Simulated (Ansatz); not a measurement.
# CH₆InN (built from SMILES [CH3][InH][NH2]; bonds differ from it in a structure shown): a barrier at many levels of theory

How high is the barrier of this step (H2–H4 formed, In1–H2 broken, N3–H4 broken), and how far do cheaper methods land from CCSD(T)?

Program: Ansatz 0.2.0, Gaussian basis. Level of theory: single points in def2-TZVPP on PBE0-D4/def2-TZVP structures. These are calculated values, not measurements.

Levels: SPW92, PBE-D4, BLYP-D4, r2SCAN-D4, B97M-V, PBE0-D4, B3LYP-D4, r2SCAN0-D4, BHLYP-D4, CAM-B3LYP-D4, wB97X-V, wB97M-V, B2PLYP, PBE-QIDH, RPA on PBE, Hartree-Fock, MP2, CCSD, CCSD(T). The reference is CCSD(T) at the basis limit, from triple and quadruple zeta. Zero-point energies come from PBE0-D4 vibrations.

Cores are frozen in the correlated methods. Filled d shells of the heavier atoms are correlated. Core potentials replace the inner electrons past krypton, and spin-orbit coupling is left out. B3LYP uses VWN-RPA correlation. B2PLYP carries no dispersion term here.

43 further runs of the same task are left out: 1 that didn't finish, 42 set aside as unsound or not needed. Runs told in other sessions of the task aren't counted.

**1. The three structures**

Charge 0, multiplicity 1. The folders r, ts and p hold the start, the saddle and the end; their coordinates stand in the first inputs.

```csv
pair,r (Å),ts (Å),p (Å)
H2–H4,3.371,0.962,0.751
In1–H2,1.717,2.205,3.134
N3–H4,1.006,1.407,2.613
```

**2. SPW92/def2-TZVPP**

Input file r/in.yaml:

```yaml
crystal:
  periodic: [false, false, false]
  atoms:
    - {symbol: In, position_ang: [-0.408499, -0.687193, -0.271967]}
    - {symbol: H, position_ang: [-1.134157, -2.182437, -0.703402]}
    - {symbol: N, position_ang: [-1.131732, 0.903419, -1.273520]}
    - {symbol: H, position_ang: [-1.855689, 0.856608, -1.970708]}
    - {symbol: C, position_ang: [1.132369, -0.240854, 1.150349]}
    - {symbol: H, position_ang: [-0.817313, 1.850116, -1.140719]}
    - {symbol: H, position_ang: [1.352312, 0.827002, 1.149743]}
    - {symbol: H, position_ang: [0.818970, -0.536685, 2.153076]}
    - {symbol: H, position_ang: [2.043639, -0.789978, 0.907147]}
basis:
  gaussian: {orbitals: def2-TZVPP}
hamiltonian: {xc: lda}
```

Input file ts/in.yaml:

```yaml
crystal:
  periodic: [false, false, false]
  atoms:
    - {symbol: In, position_ang: [-0.140226, 0.324406, -0.110791]}
    - {symbol: H, position_ang: [-1.173835, -1.230747, -1.284281]}
    - {symbol: N, position_ang: [-1.449842, 1.014922, -1.365020]}
    - {symbol: H, position_ang: [-1.521317, -0.376894, -1.560149]}
    - {symbol: C, position_ang: [1.307762, -0.339410, 1.283756]}
    - {symbol: H, position_ang: [-1.689528, 1.991316, -1.525262]}
    - {symbol: H, position_ang: [2.230675, 0.228857, 1.168204]}
    - {symbol: H, position_ang: [0.931380, -0.217472, 2.299381]}
    - {symbol: H, position_ang: [1.504831, -1.394977, 1.094162]}
basis:
  gaussian: {orbitals: def2-TZVPP}
hamiltonian: {xc: lda}
```

Input file p/in.yaml:

```yaml
crystal:
  periodic: [false, false, false]
  atoms:
    - {symbol: In, position_ang: [-0.103483, 0.816174, -0.023365]}
    - {symbol: H, position_ang: [-1.148952, -1.831642, -1.334101]}
    - {symbol: N, position_ang: [-1.397104, 1.413674, -1.271662]}
    - {symbol: H, position_ang: [-1.442306, -1.181565, -1.570137]}
    - {symbol: C, position_ang: [1.223517, -0.266232, 1.210421]}
    - {symbol: H, position_ang: [-1.493672, 2.430598, -1.274161]}
    - {symbol: H, position_ang: [2.228742, 0.147781, 1.131918]}
    - {symbol: H, position_ang: [0.893586, -0.221661, 2.248186]}
    - {symbol: H, position_ang: [1.239570, -1.307125, 0.882900]}
basis:
  gaussian: {orbitals: def2-TZVPP}
hamiltonian: {xc: lda}
```

One command serves all of them, each in its own folder.

The run is started by

```
$ ansatz run in.yaml --threads 4 --pin off --events-out ev --progress --plain --max-ram 9574MiB
```

Further steps of the session: PBE-D4/def2-TZVPP; BLYP-D4/def2-TZVPP; r2SCAN-D4/def2-TZVPP; B97M-V/def2-TZVPP; PBE0-D4/def2-TZVPP; B3LYP-D4/def2-TZVPP; r2SCAN0-D4/def2-TZVPP; BHLYP-D4/def2-TZVPP; CAM-B3LYP-D4/def2-TZVPP; wB97X-V/def2-TZVPP; wB97M-V/def2-TZVPP; B2PLYP/def2-TZVPP; PBE-QIDH/def2-TZVPP; RPA on PBE/def2-TZVPP; CCSD(T)/def2-TZVPP; MP2/def2-QZVPP; SPW92/def2-SVP; PBE-D4/def2-SVP; PBE0-D4/def2-SVP; wB97M-V/def2-SVP; CCSD(T)/def2-SVP; Vibrations of the start structure; Vibrations of the end structure.

Before running it: what results should come out? Wanted: barrier, CCSD(T)/CBS; reverse barrier, CCSD(T)/CBS; step energy, CCSD(T)/CBS; barrier with zero-point energy; step energy with zero-point energy; imaginary mode at the saddle; largest T1 diagnostic.

**Answer**, as computed:

```
                          quantity           value
              barrier, CCSD(T)/CBS   69.0 kcal/mol
      reverse barrier, CCSD(T)/CBS   18.6 kcal/mol
          step energy, CCSD(T)/CBS  +50.4 kcal/mol
    barrier with zero-point energy   65.2 kcal/mol
step energy with zero-point energy  +46.9 kcal/mol
      imaginary mode at the saddle      1454i cm⁻¹
             largest T1 diagnostic           0.024
```

In words: PBE0-D4 is the best functional here (-0.2 kcal/mol from CCSD(T)/CBS); SPW92 is the worst (-9.0 kcal/mol). By rung, the mean size of the error is: LDA 9.0, GGA 8.2, meta-GGA 2.2, hybrid 3.0, range-separated hybrid 4.8, double hybrid 2.0 kcal/mol. The double hybrids carry no dispersion term here, unlike the levels marked D4 or V. PBE-D4 gives a barrier 8.4 kcal/mol too low, outside chemical accuracy (1 kcal/mol). Every functional without exact exchange puts the forward barrier too low. The barrier rises with the share of exact exchange, from BLYP-D4 through B3LYP-D4 to BHLYP-D4 (-8.1, -1.2, +8.1 kcal/mol). Hartree-Fock, with no correlation, is off by +20.9 kcal/mol. Zero-point motion lowers the barrier by 3.7 kcal/mol. The restricted Hartree–Fock reference is unstable towards an unrestricted one at one or more of these structures.
